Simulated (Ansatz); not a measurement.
**LuTlS2: elastic constants**

How stiff is the crystal, and how unevenly? Runs: cell and atoms relaxed (PAW); reference run (PAW); ions clamped (PAW); cell relaxed at 5 GPa (PAW); at 5 GPa (PAW).

Computed with Ansatz 0.2.0 (DFT PBEsol, frozen-core PAW, scalar-relativistic unless said, unless a step's input says otherwise).

1 further run of the same task is left out (it didn't finish).

## 1. Starting point

The structure is trigonal, space group R-3m (No. 166). Conventional cell: a = 3.920 Å, b = 3.920 Å, c = 22.505 Å, α = 90.00°, β = 90.00°, γ = 120.00°. Lu (site symmetry -3m) is surrounded by 6 S at 2.69 Å. Tl (site symmetry -3m) has 6 S at 3.23 Å as nearest neighbours. S (site symmetry 3m) has 3 Lu at 2.69 Å and 3 Tl at 3.23 Å as nearest neighbours.

Structure file:

```xyz
4
Lattice="1.9600 1.1316 7.5016 -1.9600 1.1316 7.5016 0.0000 -2.2632 7.5016" Properties=species:S:1:pos:R:3 pbc="T T T"
Lu    0.0000    0.0000    0.0000
Tl    0.0000    0.0000   11.2524
S     0.0000    0.0000   16.4540
S     0.0000    0.0000    6.0508
```

Cartesian axes are those of the input's lattice vectors. The structure goes back to a database entry.

## 2. Cell and atoms relaxed, PAW

input.yaml reads:

```yaml
crystal:
  lattice:
    - [1.95996659872, 1.13158724337, 7.50157702]
    - [-1.95996659872, 1.13158724337, 7.50157702]
    - [0.0, -2.26317448675, 7.50157702]
  atoms:
    - { symbol: Lu, position: [0.0, 0.0, 0.0] }
    - { symbol: Tl, position: [0.5, 0.5, 0.5] }
    - { symbol: S, position: [0.73113416, 0.73113416, 0.73113416] }
    - { symbol: S, position: [0.26886584, 0.26886584, 0.26886584] }
kpoints:
  mp_grid: { grid: [10, 10, 10] }
scf:
  occupations: { method: fermi_dirac, width: 0.1 }
hamiltonian:
  xc: pbesol
  pseudopotentials: { kind: paw }
relax:
  f_tol: 0.002
  max_steps: 80
  cell: {}
output:
  forces: true
  stress: true
```

The run is started by

```
$ ansatz run input.yaml --threads 2 --pin off --max-ram 5120MiB --backend cpu --events-out ev --progress --plain --runs-dir out
```

## 4. Reference run, PAW

input.yaml reads:

```yaml
crystal:
  lattice:
    - [1.93622068994, 1.11787753654, 7.39561595478]
    - [-1.93622068994, 1.11787753654, 7.39561595478]
    - [0.0, -2.23575507309, 7.39561595478]
  atoms:
    - { symbol: Lu, position: [0.0, 0.0, 0.0] }
    - { symbol: Tl, position: [0.5, 0.5, 0.5] }
    - { symbol: S, position: [0.732542587733, 0.732542587733, 0.732542587733] }
    - { symbol: S, position: [0.267457412267, 0.267457412267, 0.267457412267] }
kpoints:
  mp_grid: { grid: [8, 8, 8] }
scf:
  occupations: { method: fixed }
hamiltonian:
  xc: pbesol
  pseudopotentials: { kind: paw }
elastic:
  mode: relaxed_ion
  stencil: two_point
  amplitude: 0.005
```

## 5. Ions clamped, PAW

Changes to input.yaml since step 4:

```diff
@@ -18,3 +18,3 @@
 elastic:
-  mode: relaxed_ion
+  mode: clamped_ion
   stencil: two_point
```

## 6. Cell relaxed at 5 GPa, PAW

Changes to input.yaml since step 5:

```diff
@@ -17,5 +17,8 @@
   pseudopotentials: { kind: paw }
-elastic:
-  mode: clamped_ion
-  stencil: two_point
-  amplitude: 0.005
+relax:
+  f_tol: 0.002
+  max_steps: 80
+  cell: { p_target: 5 }
+output:
+  forces: true
+  stress: true
```

## 8. At 5 GPa, PAW

input.yaml reads:

```yaml
crystal:
  lattice:
    - [1.88044488003, 1.08567535768, 7.24140993063]
    - [-1.88044488003, 1.08567535768, 7.24140993063]
    - [0.0, -2.17135071537, 7.24140993063]
  atoms:
    - { symbol: Lu, position: [0.0, 0.0, 0.0] }
    - { symbol: Tl, position: [0.5, 0.5, 0.5] }
    - { symbol: S, position: [0.734522021795, 0.734522021795, 0.734522021795] }
    - { symbol: S, position: [0.265477978205, 0.265477978205, 0.265477978205] }
kpoints:
  mp_grid: { grid: [8, 8, 8] }
scf:
  occupations: { method: fixed }
hamiltonian:
  xc: pbesol
  pseudopotentials: { kind: paw }
elastic:
  mode: relaxed_ion
  stencil: two_point
  amplitude: 0.005
```

(Steps that only read results are left out.)

**Question.** What will these runs give? Wanted: C11; C12; C13; C14; C33; C44; bulk, shear and Young's modulus; Debye temperature from sound speeds; universal anisotropy index.

**Answer**, as computed:

```
                           quantity           value
                          C11 (PAW)          97 GPa
                          C12 (PAW)          26 GPa
                          C13 (PAW)          34 GPa
                          C14 (PAW)          12 GPa
                          C33 (PAW)          99 GPa
                          C44 (PAW)          32 GPa
    bulk, shear and Young's modulus  53, 31, 79 GPa
Debye temperature from sound speeds           230 K
         universal anisotropy index            0.60
```

**Reading.** All eigenvalues are positive, so the crystal is mechanically stable; by PAW K = 53 and G = 31 GPa, K/G = 1.70, on the brittle side of Pugh's rough line at 1.75, which was drawn for metals. Young's modulus runs from 57 to 104 GPa with direction. Letting the ions relax lowers C44 most, from 51 to 32 GPa. At 5 GPa K rises to 74 GPa. Cautions: frozen-core PAW files fitted under PBE, their cores solved anew for the functional of the run; no spin-orbit coupling on heavy atoms; no dispersion correction, so the spacing and stiffness between layers or molecules are poor.
